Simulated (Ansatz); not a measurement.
# Si12Ni5: the cost of one run

Computed with Ansatz 0.2.0 (DFT PBEsol, scalar-relativistic, plane waves, PAW, unless a step's input says otherwise).

The COD entry's cell or inner coordinates are ideal or old and differ from later refinements, so a difference from it is no clean test against experiment.

1 further run of the same task is left out (set aside as unsound or not needed).

## 1. The structure to begin with

Symmetry: Fm-3m, No. 225, cubic system. Conventional cell: a = 5.391 Å, b = 5.391 Å, c = 5.391 Å, α = 90.00°, β = 90.00°, γ = 90.00°. Around Si (site symmetry -43m) lie 4 Ni at 2.33 Å. Around Ni (site symmetry m-3m) lie 8 Si at 2.33 Å.

Coordinates:

```xyz
3
Lattice="0.0000 2.6957 2.6957 2.6957 0.0000 2.6957 2.6957 2.6957 0.0000" Properties=species:S:1:pos:R:3 pbc="T T T"
Si    1.3479    1.3479    1.3479
Si    4.0436    4.0436    4.0436
Ni    0.0000    0.0000    0.0000
```

This cell was relaxed beforehand with the same method: volume 13.06 Å³/atom, gap on the mesh none (metal).

The bulk reference comes from a run made before at the same settings: -2349.7717 eV/atom.

## 2. The (100) slab

Miller indices refer to the conventional cell of the relaxed bulk, Fm-3m (No. 225): a = 5.391 Å, b = 5.391 Å, c = 5.391 Å, α = 90.00°, β = 90.00°, γ = 90.00°.

The slab is a (100) slab, 13.5 Å thick as cut, with 15 Å of vacuum; its outer planes are Si (top) and Si (bottom).

The slab as cut. Its planes from the bottom up:

| plane | atoms per cell | height over the lowest (Å) |
| --- | --- | --- |
| 1 | Si2 | 0.00 |
| 2 | Ni | 1.35 |
| 3 | Si2 | 2.70 |
| 4 | Ni | 4.04 |
| 5 | Si2 | 5.39 |
| 6 | Ni | 6.74 |
| 7 | Si2 | 8.09 |
| 8 | Ni | 9.43 |
| 9 | Si2 | 10.78 |
| 10 | Ni | 12.13 |
| 11 | Si2 | 13.48 |

## 3. The slab as cut, atoms at the bulk's places

The cell repeats along c, and a dipole correction in the vacuum removes the field between the copies.

Input file input.yaml:

```yaml
crystal:
  lattice:
    - [3.8123023566, 0.0, 0.0]
    - [0.0, 3.8123023566, 0.0]
    - [0.0, 0.0, 28.4785242413]
  atoms:
    - { symbol: Si, position: [0.5, 0.0, 0.2633563431] }
    - { symbol: Si, position: [0.0, 0.5, 0.2633563431] }
    - { symbol: Ni, position: [0.5, 0.5, 0.3106850744] }
    - { symbol: Si, position: [0.0, 0.5, 0.3580138058] }
    - { symbol: Si, position: [0.5, 0.0, 0.3580138058] }
    - { symbol: Ni, position: [0.0, 0.0, 0.4053425372] }
    - { symbol: Si, position: [0.5, 0.0, 0.4526712686] }
    - { symbol: Si, position: [0.0, 0.5, 0.4526712686] }
    - { symbol: Ni, position: [0.5, 0.5, 0.5] }
    - { symbol: Si, position: [0.0, 0.5, 0.5473287314] }
    - { symbol: Si, position: [0.5, 0.0, 0.5473287314] }
    - { symbol: Ni, position: [0.0, 0.0, 0.5946574628] }
    - { symbol: Si, position: [0.5, 0.0, 0.6419861942] }
    - { symbol: Si, position: [0.0, 0.5, 0.6419861942] }
    - { symbol: Ni, position: [0.5, 0.5, 0.6893149256] }
    - { symbol: Si, position: [0.0, 0.5, 0.7366436569] }
    - { symbol: Si, position: [0.5, 0.0, 0.7366436569] }
basis:
  ecutwfc: 420
kpoints:
  mp_grid: { grid: [9, 9, 1] }
hamiltonian:
  xc: pbesol
scf:
  occupations: { method: gaussian, width: 0.1 }
output:
  forces: true
  stress: true
  eigenvalues: true
efield:
  axis: 3
  dipole_correction: true
  ramp_width: 0.04
```

Launch:

```console
$ ansatz run input.yaml --threads 2 --pin off --max-ram 5120MiB --backend cpu --events-out ev --progress --plain --runs-dir out
```

**Question.** How long does this run take on 2 threads of AMD EPYC 9R45 (Zen 5), shared host, and how much memory does it need?

About 12 s, with a peak of 0.97 GiB.
